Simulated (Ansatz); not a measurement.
# SiB6: from a guess to a relaxed structure

Aim: relax a trial structure of SiB6 and see where it ends.

Method: DFT PBE, scalar-relativistic, plane waves, PAW, in Ansatz 0.2.0.

### 1 The system as given

It takes space group Amm2 (No. 38, orthorhombic). The conventional cell has a = 5.507 Å, b = 6.766 Å, c = 3.338 Å, α = 90.00°, β = 90.00°, γ = 90.00°. Si (site symmetry mm2) has 2 B at 1.56 Å as nearest neighbours. Around B (site symmetry m) lie 2 B at 1.66 Å and 1 Si at 1.85 Å. Around B (site symmetry m) lie 1 Si at 1.56 Å and 2 B at 1.77 Å. B (site symmetry m) is surrounded by 2 B at 1.66 Å.

Structure file:

```
Si B
1.0
     5.50696    0.00000    0.00000
     0.00000    3.38314    1.66891
     0.00000   -3.38314    1.66891
Si B
1 6
Cartesian
  2.7535 0.0000 0.9807
  4.3285 0.0000 1.9440
  1.1785 0.0000 1.9440
  2.7535 1.3907 1.6834
  2.7535 -1.3907 1.6834
  0.0000 -1.1466 1.7155
  0.0000 1.1466 1.7155
```

A structure generator made this guess: random cell by space group and Wyckoff sites (Amm2, No. 38). The dimensions are guesses.

### 2 The guess as it stands, on a coarse mesh

File input.yaml:

```yaml
crystal:
  lattice:
    - [5.50696491, 0.0, 0.0]
    - [0.0, 3.3831396, 1.66891053]
    - [0.0, -3.3831396, 1.66891053]
  atoms:
    - { symbol: Si, position: [0.5, 0.2938227, 0.2938227] }
    - { symbol: B, position: [0.78599713, 0.58240844, 0.58240844] }
    - { symbol: B, position: [0.21400287, 0.58240844, 0.58240844] }
    - { symbol: B, position: [0.5, 0.70986603, 0.29880466] }
    - { symbol: B, position: [0.5, 0.29880466, 0.70986603] }
    - { symbol: B, position: [0.0, 0.34449225, 0.6834073] }
    - { symbol: B, position: [0.0, 0.6834073, 0.34449225] }
basis:
  ecutwfc: 420
kpoints:
  mp_grid: { grid: [4, 6, 6] }
hamiltonian:
  xc: pbe
scf:
  occupations: { method: gaussian, width: 0.1 }
  lower_state_search: "off"
output:
  forces: true
  stress: true
  eigenvalues: true
```

On the command line:

```bash
$ ansatz run input.yaml --threads 1 --pin off --max-ram 2560MiB --backend cpu --events-out ev --progress --plain --runs-dir out
```

The session goes on with these runs: coarse relaxation; relaxation on the finer mesh.

What does the calculation give? Wanted: conventional cell; volume; energy over the elements; gap on the mesh.

As calculated:

```
                              quantity                                                                      value
symmetry at the end (tolerance 0.05 Å)                                                  space group Cmmm (No. 65)
                     conventional cell  a = 3.203 Å, b = 6.592 Å, c = 5.700 Å, α = 90.00°, β = 90.00°, γ = 90.00°
                                volume                                                               8.60 Å³/atom
              energy over the elements                                                              +0.71 eV/atom
                       gap on the mesh                                                               none (metal)
```

What this shows: The symmetry goes from space group Amm2 (No. 38) to space group Cmmm (No. 65), and the volume per atom shrinks by 3.2 % from the first guess. With a positive formation energy it can't be a ground state. No finished test with a distortion of lower symmetry is shown, so the end may be a saddle point. Where forces pass 15 eV/Å atoms stand far too close, the PAW spheres overlap strongly and those numbers are rough.
